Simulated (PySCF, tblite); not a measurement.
**C₇H₈FS radical: geometry, infrared bands and EPR parameters**

Aim: predict the infrared bands and EPR parameters of C₇H₈FS radical (`[CH2]CCc1sccc1F`).

The runs use tblite 0.8.0 and PySCF 2.14.0, with density-fitted response routines of our own; the level of theory stands in each step. All values are computed, except where a source is named. Atoms count from 0, in the outputs and in this text.

## Step 1: Starting geometry

17 atoms, charge 0, multiplicity 2; geometry from: force field or distance geometry start.

Bonds of the start (Å): C0–C1 1.47, C1–C2 1.52, C2–C3 1.50, C3–S4 1.83, S4–C5 1.85, C5–C6 1.35, C6–C7 1.34, C7–F8 1.40, C7–C3 1.37, C0–H9 1.08, C0–H10 1.08, C1–H11 1.13, C1–H12 1.10, C2–H13 1.12, C2–H14 1.09, C5–H15 1.07, C6–H16 1.13.

## Step 2: Geometry optimisation with GFN2-xTB

The job: settings as JSON, then the geometry in Å.

```
{"job": {"kind": "relax", "xc": "GFN2-xTB", "basis": "xTB"}, "charge": 0, "multiplicity": 2}
C     -2.271200     1.031200     0.073700
C     -1.980100    -0.291800     0.654000
C     -0.938300    -1.034000    -0.166300
C      0.332400    -0.233000    -0.181200
S      0.613600     1.565300     0.032300
C      2.442900     1.349200    -0.097700
C      2.638600     0.019900    -0.264600
C      1.573700    -0.792900    -0.296700
F      1.708100    -2.173700    -0.467600
H     -2.448600     1.064300    -0.992900
H     -1.914500     1.913300     0.575000
H     -1.525500    -0.240400     1.686700
H     -2.889500    -0.905000     0.760800
H     -1.331100    -1.027300    -1.210000
H     -0.816900    -2.026300     0.268100
H      3.113700     2.173700    -0.023300
H      3.685600    -0.380700    -0.360200
```

On the command line:

```bash
$ OMP_NUM_THREADS=1 python probes_run.py task.json out
```

The driver reads the jobs from task.json and runs them one after another.

**Question.** This job is followed by: GFN2-xTB harmonic vibrations, gas phase; UKS B3LYP, pcH-1 on C F H S, non-relativistic, mean-field spin-orbit, GIAO. What will the session give for the following? strongest single infrared mode (GFN2-xTB); zero-point energy (GFN2-xTB); g(iso) (B3LYP); ⟨S²⟩; largest a(iso) (averaged by class); potential on the surface of density 0.002 e/bohr³, 1st and 99th percentile.

As calculated:

```
                                                                  quantity                 value
                                 strongest single infrared mode (GFN2-xTB)  1374 cm⁻¹, 74 km/mol
                                              zero-point energy (GFN2-xTB)         79.6 kcal/mol
                                                            g(iso) (B3LYP)               2.00272
                                                                      ⟨S²⟩    0.756 (exact 0.75)
                                        largest a(iso) (averaged by class)  13C on C0, 157.5 MHz
potential on the surface of density 0.002 e/bohr³, 1st and 99th percentile    -0.82 V and 0.99 V
```

In words: The optimisation took 112 steps and gained 0.883 eV; among the close pairs (by a distance rule), C3–S4 changed most, from 1.833 to 1.732 Å. All 45 modes are real, so the xTB geometry is a minimum. The strongest single mode, at 1374 cm⁻¹, moves mainly C7. GFN2-xTB is a fitted tight-binding method: band positions and strengths are rough. Its intensities can rank the bands wrongly. Most of the unpaired spin sits on C0 (0.89 e). The isotropic g lies 0.4 ppt above the free-electron value.
